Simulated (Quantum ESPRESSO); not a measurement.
The system is NaLaMnMoO6.

```
Na La Mn Mo O
1.0
     5.55735    0.00000    0.00053
     0.00000    5.59794    0.00000
    -0.06290    0.00000    8.02462
Na La Mn Mo O
2 2 2 2 12
Cartesian
  4.1371 2.8870 4.0066
  1.3574 0.0880 4.0185
  1.3662 5.3682 8.0197
  4.1282 2.5692 0.0054
  1.3603 2.7297 2.0550
  4.1342 5.5286 5.9702
  4.1820 5.5792 2.1743
  1.3124 2.7803 5.8509
  3.7112 5.4765 3.9373
  0.1716 4.5353 2.2249
  5.1703 1.6184 2.2495
  2.6448 1.1737 1.5989
  3.0125 4.1180 1.6116
  4.6099 0.1018 0.0319
  1.7833 2.6775 4.0878
  5.3228 1.7363 5.8002
  0.3241 4.4173 5.7757
  2.8496 3.9726 6.4262
  2.4819 1.3190 6.4136
  0.8845 2.9007 7.9933
```

The cell was built by a generator and needn't be a form met in nature.

Base run:

```yaml
Program: Quantum ESPRESSO 7.5
Functional: PBE
Potentials_or_basis: SSSP 1.3 efficiency PBE
Cutoff: 884 eV
Density_cutoff: 10612 eV
k_mesh: 5 × 5 × 4
Occupations: fermi-dirac, width 0.05 eV
Spin: collinear spin, ferromagnetic start
Starting_moments: "[0.0, 0.0, 0.0, 0.0, 4.0, 4.0, 1.0, 1.0, 0.0, 0.0, 0.0, 0.0, 0.0, 0.0, 0.0, 0.0, 0.0, 0.0, 0.0, 0.0] μB"
```

Its results: band gap on the k mesh 0.15 eV, indirect (least direct gap 0.19 eV); pressure 0.2 GPa; net moment 9.98 μB per cell; site moments Na +0.00; La +0.01; Mn +3.80; Mo +0.19; O +0.02, +0.03, +0.04, +0.05 μB; largest force 0.085 eV/Å.

The run is repeated on the same cell with these changes: k mesh from 5 × 5 × 4 to 4 × 4 × 3. What comes out?

Band gap on the k mesh 0.25 eV, indirect (least direct gap 0.29 eV); pressure 0.2 GPa; net moment 9.98 μB per cell; site moments Na +0.00; La +0.01; Mn +3.80; Mo +0.19; O +0.02, +0.03, +0.04, +0.05 μB; largest force 0.082 eV/Å.

Caveats: spin-orbit coupling is left out, which moves the levels of the heavy elements; only a ferromagnetic start was run, and an antiferromagnetic order may lie lower in energy; an odd mesh through Γ misses points on the zone boundary, where band edges often lie (some runs); some levels on the path didn't converge (some runs); the mesh misses the band edges, which the band path finds closer together (some runs).

Not every run made on this cell is shown here.
